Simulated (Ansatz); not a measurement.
**CH5GeO radical: small, medium and large basis sets**

How large a basis does CH5GeO radical need? Two functionals are run in growing sets.

Method: one geometry, several basis sets; program: Ansatz 0.2.0, Gaussian basis.

Plan: PBE0-D4/def2-SVP; ωB97M-V/def2-SVP; PBE0-D4/def2-QZVPP; ωB97M-V/def2-QZVPP; the functionals' def2-TZVPP values are taken from earlier runs.

## Step 1: The geometry

All runs share one geometry, relaxed beforehand with PBE0-D4 in a triple-zeta def2 set.

SMILES `[CH3][GeH][OH]`, 8 atoms, charge 0, spin multiplicity 2.

Atoms are counted from 1 here; the program's logs count them from 0.

Bond lengths: C1–Ge2 1.954 Å, C1–H4 1.090 Å, C1–H5 1.092 Å, C1–H6 1.090 Å, Ge2–O3 1.792 Å, Ge2–H7 1.564 Å, O3–H8 0.960 Å. Angles: Ge2–C1–H4 110.3°, Ge2–C1–H5 108.7°, Ge2–C1–H6 109.9°, H4–C1–H5 109.5°, H4–C1–H6 109.3°, H5–C1–H6 109.1°, C1–Ge2–O3 103.5°, C1–Ge2–H7 112.3°, O3–Ge2–H7 107.9°, Ge2–O3–H8 112.7°.

## Step 2: PBE0-D4 in def2-SVP

The input, in.yaml:

```yaml
crystal:
  periodic: [false, false, false]
  atoms:
    - {symbol: C, position_ang: [-0.669713, 0.837439, -0.542820]}
    - {symbol: Ge, position_ang: [0.882153, -0.278854, -0.139010]}
    - {symbol: O, position_ang: [0.160063, -1.768925, 0.546421]}
    - {symbol: H, position_ang: [-0.349763, 1.807696, -0.923461]}
    - {symbol: H, position_ang: [-1.247630, 0.978326, 0.373273]}
    - {symbol: H, position_ang: [-1.295998, 0.347277, -1.287738]}
    - {symbol: H, position_ang: [1.802070, 0.357732, 0.953964]}
    - {symbol: H, position_ang: [0.810919, -2.337889, 0.963573]}
basis:
  gaussian: {orbitals: def2-SVP}
magnetization: {spin_polarized: true, initial_magnetization: 1}
hamiltonian: {xc: pbe0, dispersion: d4}
output: {orbitals: {seedname: orbitals}}
```

On the command line:

```console
$ ansatz run in.yaml --threads 4 --pin off --events-out ev --progress --plain --max-ram 10444MiB
```

Further steps of the session: ωB97M-V in def2-SVP; PBE0-D4 in def2-QZVPP; ωB97M-V in def2-QZVPP.

Before running them: what should the planned runs give, taken together? Wanted: PBE0-D4: double and triple zeta above quadruple; ωB97M-V: double and triple zeta above quadruple.

As calculated:

```
                                       quantity           value
PBE0-D4: double and triple zeta above quadruple  12.48, 1.42 eV
ωB97M-V: double and triple zeta above quadruple  12.58, 1.39 eV
```

In words: PBE0-D4 gains 11.06 eV from double to triple zeta, then 1.42 eV more. Total energies overstate the basis error of differences, where much of it tends to cancel.
